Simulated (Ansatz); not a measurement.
# CaGaH: the cost of one run

Program: Ansatz 0.2.0. Level of theory: reference: DFT r2SCAN, plane waves, PAW, scalar-relativistic, no spin polarisation. These are calculated values, not measurements.

## Step 1: The system as given

The structure is tetragonal, space group P4/nmm (No. 129). Conventional cell: a = 3.478 Å, b = 3.478 Å, c = 7.364 Å, α = 90.00°, β = 90.00°, γ = 90.00°. Around Ga (site symmetry 4mm) lie 1 H at 1.81 Å. Ca (site symmetry 4mm) has 5 H at 2.36 to 2.46 Å as nearest neighbours. Around H (site symmetry 4mm) lie 1 Ga at 1.81 Å and 5 Ca at 2.36 to 2.46 Å.

Structure file:

```
CELL_PARAMETERS angstrom
3.47817 0.00000 0.00000
0.00000 3.47817 0.00000
0.00000 0.00000 7.36358
ATOMIC_POSITIONS crystal
Ga 0.00000 0.50000 0.08390
Ga 0.50000 0.00000 0.91610
Ca 0.00000 0.50000 0.65030
Ca 0.50000 0.00000 0.34970
H 0.00000 0.50000 0.33000
H 0.50000 0.00000 0.67000
```

## Step 2: The reference run

input.yaml

```yaml
crystal:
  lattice:
    - [3.478168, 0.0, 0.0]
    - [0.0, 3.478168, 0.0]
    - [0.0, 0.0, 7.363584]
  atoms:
    - { symbol: Ga, position: [0.0, 0.5, 0.0839] }
    - { symbol: Ga, position: [0.5, 0.0, 0.9161] }
    - { symbol: Ca, position: [0.0, 0.5, 0.6503] }
    - { symbol: Ca, position: [0.5, 0.0, 0.3497] }
    - { symbol: H, position: [0.0, 0.5, 0.33] }
    - { symbol: H, position: [0.5, 0.0, 0.67] }
  symmetry: { tolerance: 0.0003 }
kpoints:
  mp_grid: { grid: [5, 5, 3], shift: [0, 0, 0] }
magnetization:
  spin_polarized: false
scf:
  occupations: { method: fermi_dirac }
hamiltonian:
  pseudopotentials: { kind: paw }
  xc: r2scan
basis:
  ecutwfc: 500
output:
  forces: true
  stress: true
  eigenvalues: true
  write_density: true
  write_potential: true
  elf: true
  volumetric_format: npy
```

On the command line:

```sh
$ ansatz run input.yaml --threads 1 --pin off --max-ram 2560MiB --backend cpu --events-out ev --progress --plain --runs-dir out
```

**Question.** How long does this run take on 1 thread of an x86-64 CPU, shared host, and how much memory does it need?

About 3.6 s, with a peak of 0.53 GiB.
